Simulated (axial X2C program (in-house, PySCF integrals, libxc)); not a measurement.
# NbSi⁺: properties at the nuclei

Aim: properties at the nuclei of NbSi⁺, with spin–orbit coupling in the Hamiltonian from the start.

Program: an in-house X2C program for linear molecules on PySCF integrals. Level of theory: two-component X2C with atomic mean-field terms, Nb dyall-cv3z, Si dyall-v3z. These are calculated values, not measurements.

### Step 1. The job

task.json reads:

```json
{
 "zs": [
  41,
  14
 ],
 "q": 1,
 "bas": [
  "dyall-cv3z",
  "dyall-v3z"
 ],
 "r0": 2.63,
 "levels": [
  "PBE0",
  "HF",
  "PBE50",
  "B3LYP",
  "LDA"
 ],
 "nst": 3
}
```

Keys: zs atomic numbers; q charge; bas basis sets; r0 starting distance in Å; levels methods (HF also brings MP2); nst determinants followed.

Command:

```console
$ python soeom.py task.json out
```

Further steps of the session: Expectation values, lowest determinant; Expectation values, a higher determinant; Expectation values, a higher determinant.

Q: Predict the outcome of this session. Wanted: lowest determinant; Eeff magnitude; Ws magnitude Nb; A∥/gI Nb; qzz Nb; higher determinant (for each run or level that gives them).

As calculated:

| quantity | value |
| --- | --- |
| lowest determinant | Ω = 3 (excess of +ω over −ω: ω = 1/2, ω = 5/2) |
| Eeff magnitude (GV/cm), PBE0 | 2.37 |
| Ws magnitude Nb (kHz), PBE0 | 0.402 |
| A∥/gI Nb (MHz), PBE0 | 433 |
| qzz Nb (a.u.), PBE0 | 1.15 |
| higher determinant | Ω = 2 (excess of +ω over −ω: ω = -1/2, ω = 5/2) |
| Eeff magnitude (GV/cm), PBE0, higher determinant | 0.649 |
| Ws magnitude Nb (kHz), PBE0, higher determinant | 0.106 |
| A∥/gI Nb (MHz), PBE0, higher determinant | -370 |
| qzz Nb (a.u.), PBE0, higher determinant | 1.04 |
| higher determinant | Ω = 4 (excess of +ω over −ω: ω = 3/2, ω = 5/2) |
| Eeff magnitude (GV/cm), PBE0, higher determinant | 0.0408 |
| Ws magnitude Nb (kHz), PBE0, higher determinant | 0.0169 |
| A∥/gI Nb (MHz), PBE0, higher determinant | 500 |
| qzz Nb (a.u.), PBE0, higher determinant | -1.98 |

In words: In the first state, the effective field runs from 1.55 to 3.09 GV/cm over the mean-field levels. The expectation values come from single determinants, which for open shells can mix terms of unlike spin or miss the lowest Ω, so a determinant need not be a state. Eeff is the effective electric field on the electron dipole moment in this Ω state and Ws the scalar–pseudoscalar constant (defined with the proton number Z and per Ω); A∥ is the parallel hyperfine constant, which follows by multiplying with the nuclear g factor gI = μI/(I μN); qzz is the electric field gradient, eQq0 = 234.96 MHz × Q/barn × qzz. The operators were transformed with the bare-nucleus X2C matrices. A second determinant lies within 0.1 eV of the first, so their order is not settled at this level.
